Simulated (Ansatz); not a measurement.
# Be2ZnTe2Se: the cost of one run

Program: Ansatz 0.2.0. Level of theory: DFT PBE, scalar-relativistic, plane waves, PAW. These are calculated values, not measurements.

### Step 1. The starting structure

The structure is tetragonal, space group I4/mmm (No. 139). Conventional cell: a = 4.345 Å, b = 4.345 Å, c = 12.022 Å, α = 90.00°, β = 90.00°, γ = 90.00°. Be (site symmetry -4m2) has 4 Te at 2.56 Å in its first shell of neighbours. Around Zn (site symmetry 4/mmm) lie 2 Te at 1.66 Å. Te (site symmetry 4mm) is surrounded by 1 Zn at 1.66 Å and 4 Be at 2.56 Å. Around Se (site symmetry 4/mmm) lie 4 Zn at 3.07 Å.

Coordinates:

```
CELL_PARAMETERS angstrom
-2.17239 2.17239 6.01092
2.17239 -2.17239 6.01092
2.17239 2.17239 -6.01092
ATOMIC_POSITIONS crystal
Be 0.75000 0.25000 0.50000
Be 0.25000 0.75000 0.50000
Zn 0.50000 0.50000 0.00000
Te 0.36218 0.36218 0.00000
Te 0.63782 0.63782 0.00000
Se 0.00000 0.00000 0.00000
```

The cell is invented: species swapped into a database cell of LaB2Pt2C (I4/mmm, No. 139), with Se on the La sites, Te on the B sites, Be on the Pt sites and Zn on the C sites. The dimensions are guesses.

### Step 2. Probe: one point on a coarse mesh

input.yaml reads:

```yaml
crystal:
  lattice:
    - [-2.17239434, 2.17239434, 6.01091725]
    - [2.17239434, -2.17239434, 6.01091725]
    - [2.17239434, 2.17239434, -6.01091725]
  atoms:
    - { symbol: Be, position: [0.75, 0.25, 0.5] }
    - { symbol: Be, position: [0.25, 0.75, 0.5] }
    - { symbol: Zn, position: [0.5, 0.5, 0.0] }
    - { symbol: Te, position: [0.362185, 0.362185, 0.0] }
    - { symbol: Te, position: [0.637815, 0.637815, 0.0] }
    - { symbol: Se, position: [0.0, 0.0, 0.0] }
basis:
  ecutwfc: 420
kpoints:
  mp_grid: { grid: [6, 6, 6] }
hamiltonian:
  xc: pbe
scf:
  occupations: { method: gaussian, width: 0.1 }
  lower_state_search: "off"
output:
  forces: true
  stress: true
  eigenvalues: true
```

Run with:

```bash
$ ansatz run input.yaml --threads 1 --pin off --max-ram 2560MiB --backend cpu --events-out ev --progress --plain --runs-dir out
```

What time and memory should one allow on 1 thread of AMD EPYC (Zen 3), shared host?

About 24 s, with a peak of 0.47 GiB.
